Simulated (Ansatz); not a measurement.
# H3C2ClF4: the cost of one run

Method: DFT LDA, plane waves, PAW, scalar-relativistic, no spin polarisation, in Ansatz 0.2.0.

### Step 1. The system as given

The cell holds 40 atoms (C8H12Cl4F16): a = 8.366 Å, b = 8.366 Å, c = 8.366 Å, α = 90.00°, β = 90.00°, γ = 90.00°.

Its coordinates follow in the input file.

### Step 2. Relaxing the start

The input, input.yaml:

```yaml
crystal:
  lattice:
    - [8.366305, 0.0, 0.0]
    - [0.0, 8.366305, 0.0]
    - [0.0, 0.0, 8.366305]
  atoms:
    - { symbol: C, position: [0.9450844, 0.7807292, 0.6276966] }
    - { symbol: Cl, position: [1.0251545, 0.942007, 0.7404313] }
    - { symbol: H, position: [0.8269634, 0.813954, 0.5845759] }
    - { symbol: H, position: [1.0239173, 0.7562939, 0.5271772] }
    - { symbol: H, position: [0.9366789, 0.6758744, 0.7041864] }
    - { symbol: C, position: [0.6435324, 0.0848956, 0.7408653] }
    - { symbol: Cl, position: [0.4520986, 0.0091733, 0.7933068] }
    - { symbol: H, position: [0.6499138, 0.0975629, 0.61158] }
    - { symbol: H, position: [0.6601549, 0.2006428, 0.7978051] }
    - { symbol: H, position: [0.734556, 0.0015851, 0.781974] }
    - { symbol: C, position: [0.2044467, 0.7227718, 0.0614844] }
    - { symbol: Cl, position: [0.1999289, 0.725269, 0.2738619] }
    - { symbol: H, position: [0.2053121, 0.8452988, 0.0178696] }
    - { symbol: H, position: [0.3118837, 0.6608186, 0.0223058] }
    - { symbol: H, position: [0.0988354, 0.6607105, 0.017775] }
    - { symbol: C, position: [0.9779514, 0.2878598, 0.5170706] }
    - { symbol: Cl, position: [1.1821983, 0.3360078, 0.4839672] }
    - { symbol: H, position: [0.9039245, 0.3645061, 0.442497] }
    - { symbol: H, position: [0.9584288, 0.1631153, 0.4858691] }
    - { symbol: H, position: [0.9498411, 0.3072786, 0.642564] }
    - { symbol: C, position: [0.5974916, 0.5509425, 0.28781] }
    - { symbol: F, position: [0.7427671, 0.5221977, 0.3453564] }
    - { symbol: F, position: [0.5683383, 0.7070332, 0.2931581] }
    - { symbol: F, position: [0.5892302, 0.5006492, 0.1373268] }
    - { symbol: F, position: [0.4896307, 0.4738897, 0.3753985] }
    - { symbol: C, position: [0.641547, 0.5403058, 0.7776336] }
    - { symbol: F, position: [0.698776, 0.6503217, 0.8769522] }
    - { symbol: F, position: [0.5614087, 0.4308487, 0.8603369] }
    - { symbol: F, position: [0.54415, 0.6092095, 0.6727101] }
    - { symbol: F, position: [0.7618534, 0.4708433, 0.7005352] }
    - { symbol: C, position: [0.0849979, 0.2565841, 0.0221194] }
    - { symbol: F, position: [0.1714456, 0.3898055, 0.0267763] }
    - { symbol: F, position: [0.0197842, 0.2307579, 0.1646782] }
    - { symbol: F, position: [-0.029796, 0.2717172, -0.0866749] }
    - { symbol: F, position: [0.1785577, 0.1340558, -0.0163022] }
    - { symbol: C, position: [0.5877628, 0.1347167, 0.2708227] }
    - { symbol: F, position: [0.6097257, 0.2390825, 0.3885863] }
    - { symbol: F, position: [0.605874, 0.2080191, 0.1310315] }
    - { symbol: F, position: [0.6943033, 0.0175217, 0.2833642] }
    - { symbol: F, position: [0.4411482, 0.0742436, 0.2803089] }
basis:
  ecutwfc: 420.0
kpoints:
  mp_grid: { grid: [1, 1, 1] }
hamiltonian:
  xc: lda
scf:
  occupations: { method: fermi_dirac, width: 0.02 }
  lower_state_search: "off"
relax:
  f_tol: 0.3
  max_steps: 15
  adjacent_minimum: "off"
```

On the command line:

```bash
> ansatz run input.yaml --threads 1 --pin off --max-ram 3072MiB --backend cpu --events-out ev --progress --plain --runs-dir out
```

What time and memory should one allow on 1 thread of Arm Neoverse V1, shared host?

About 56 s, with a peak of 0.52 GiB.
